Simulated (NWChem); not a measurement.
**CF4 (SMILES FC(F)(F)F): CAM-B3LYP/jorge-TZP**

What is the electronic atomisation energy of CF4 at CAM-B3LYP/jorge-TZP? 

Program for the calculation: NWChem 7.3.0.

1 further run of the same task is left out (set aside as unsound or not needed).

**1. The system as given**

CF4: 5 atoms, total charge 0, spin state singlet. As SMILES, `FC(F)(F)F`. The coordinates come from a PBE0-D4/def2-TZVP relaxation.

Bond lengths: F1–C2 1.318 Å, C2–F3 1.318 Å, C2–F4 1.318 Å, C2–F5 1.318 Å. Angles: F1–C2–F3 109.5°, F1–C2–F4 109.5°, F1–C2–F5 109.5°, F3–C2–F4 109.5°, F3–C2–F5 109.5°, F4–C2–F5 109.5°.

**2. The energy at CAM-B3LYP/jorge-TZP**

Contents of cf4.nw:

```
start cf4
memory 2200 mb

geometry noautosym nocenter noautoz
F     -0.850100     0.025300     0.989500
C      0.010000    -0.014700    -0.008300
F      1.157500    -0.501300     0.420100
F     -0.464000    -0.786000    -0.966200
F      0.196600     1.203000    -0.476700
end

basis spherical bse
* library jorge-TZP
end

dft
xc xcamb88 1.00 lyp 0.81 vwn_5 0.19 hfexch 1.00
cam 0.33 cam_alpha 0.19 cam_beta 0.46
grid fine
convergence energy 1e-08
direct
iterations 100
mulliken
print low
end

task dft
```

Run with:

```bash
$ nwchem cf4.nw > cf4.out
```

Log:

```text
[...]
 d= 0,ls=0.0,diis     1   -437.3581153651 -6.44D+02  6.63D-03  2.94D+00    15.8
[...]
 d= 0,ls=0.0,diis     8   -437.5754905370 -1.10D-10  8.46D-08  2.28D-09   142.9
         Total DFT energy =     -437.575490537036
      One electron energy =    -1017.533666882799
           Coulomb energy =      420.978571245356
    Exchange-Corr. energy =      -47.240465049417
 Nuclear repulsion energy =      206.220070149824
[...]
      Total Density - Mulliken Population Analysis
     ---------------------------------------------
    Atom       Charge   Shell Charges
 -----------   ------   -------------------------------------------------------
    1 F    9     9.18   0.58  1.38  0.25  0.96  0.73  2.29  2.06  0.92  0.00  0.01  0.00
    2 C    6     5.28   0.55  1.40  0.00  0.77  0.08  1.17  0.68  0.14  0.09  0.35  0.06
    3 F    9     9.18   0.58  1.38  0.25  0.96  0.73  2.29  2.06  0.92  0.00  0.01  0.00
    4 F    9     9.18   0.58  1.38  0.25  0.96  0.73  2.29  2.06  0.92  0.00  0.01  0.00
    5 F    9     9.18   0.58  1.38  0.25  0.96  0.73  2.29  2.06  0.92  0.00  0.01  0.00
[...]
```

It took 2.4 min on 1 thread of AMD EPYC 9R14 (Zen 4), shared host; peak memory 0.11 GiB.

**3. The C atom**

Contents of test.nw:

```
START test
TITLE "C energy"
memory 2200 mb

GEOMETRY units angstrom noautosym nocenter noautoz
   C      0.000000     0.000000     0.000000
END

BASIS "ao basis" spherical bse
   C library jorge-TZP
END

DFT
   xc xcamb88 1.00 lyp 0.81 vwn_5 0.19 hfexch 1.00
   cam 0.33 cam_alpha 0.19 cam_beta 0.46
   mult 3
   grid fine
   convergence energy 1e-08
   direct
   maxiter 100
   mulliken
   noprint "final vectors analysis"
END

TASK dft energy
```

Run the same way, it converges to -37.83558 Eh (log not shown).

**4. The F atom at the same level**

Contents of run.nw:

```
start run
memory stack 880 mb heap 220 mb global 1100 mb

geometry units angstrom noautosym nocenter noautoz
   F     0.000000    0.000000    0.000000
end

basis spherical bse
   * library jorge-TZP
end

dft
   xc xcamb88 1.00 lyp 0.81 vwn_5 0.19 hfexch 1.00
   cam 0.33 cam_alpha 0.19 cam_beta 0.46
   mult 2
   grid fine
   convergence energy 1e-08
   direct
   maxiter 100
   mulliken
   noprint "final vectors analysis"
end

task dft energy
```

Run with:

```bash
$ nwchem run.nw > run.out
```

Log:

```text
[...]
          Wavefunction type:  spin polarized.
          No. of atoms     :     1
          No. of electrons :     9
[...]
          Charge           :     0
          Spin multiplicity:     2
[...]
          AO basis - number of functions:    31
[...]
              XC Information
              --------------
                     Hartree-Fock (Exact) Exchange  1.000
                   CAM-Becke88 Exchange Functional  1.000
                      VWN V Correlation Functional  0.190 local
              Lee-Yang-Parr Correlation Functional  0.810
[...]
 d= 0,ls=0.0,diis     1    -99.7297237200 -9.97D+01  2.99D-03  1.23D-01     0.1
[...]
 d= 0,ls=0.0,diis     7    -99.7433472633 -1.63D-09  1.55D-07  2.98D-11     0.6
[...]
         Total DFT energy =      -99.743347263277
      One electron energy =     -139.177372424555
           Coulomb energy =       49.787840133786
    Exchange-Corr. energy =      -10.353814972508
 Nuclear repulsion energy =        0.000000000000
[...]
      Total Density - Mulliken Population Analysis
     ---------------------------------------------
    Atom       Charge   Shell Charges
 -----------   ------   -------------------------------------------------------
    1 F    9     9.00   0.58  1.38  0.26  0.97  0.80  2.20  1.86  0.94  0.00  0.00  0.00
     --------------------------------------------
      Spin Density - Mulliken Population Analysis
     --------------------------------------------
    Atom       Charge   Shell Charges
 -----------   ------   -------------------------------------------------------
    1 F    9     1.00  -0.00 -0.00  0.00  0.02 -0.02  0.48  0.39  0.13  0.00  0.00  0.00
[...]
      <S2> =      0.7514 (Exact =     0.7500)
[...]
```

It took 1.1 s on 1 thread of AMD EPYC 9R14 (Zen 4), shared host; peak memory 0.1 GiB.

**5. Summary of results**

Level: CAM-B3LYP/jorge-TZP.

| quantity | value |
| --- | --- |
| molecule: total energy | -437.57549 Eh |
| C atom: total energy | -37.83558 Eh |
| C atom: ⟨S²⟩ | 2.003 |
| F atom: total energy | -99.74335 Eh |
| F atom: ⟨S²⟩ | 0.751 |
| electronic atomisation energy | 20.858 eV |

Taking the molecule apart into free atoms costs 20.86 eV (481 kcal/mol), before zero-point energy and without spin-orbit coupling. Mulliken charges (molecule) run from -0.18 on F1 to +0.72 on C2.
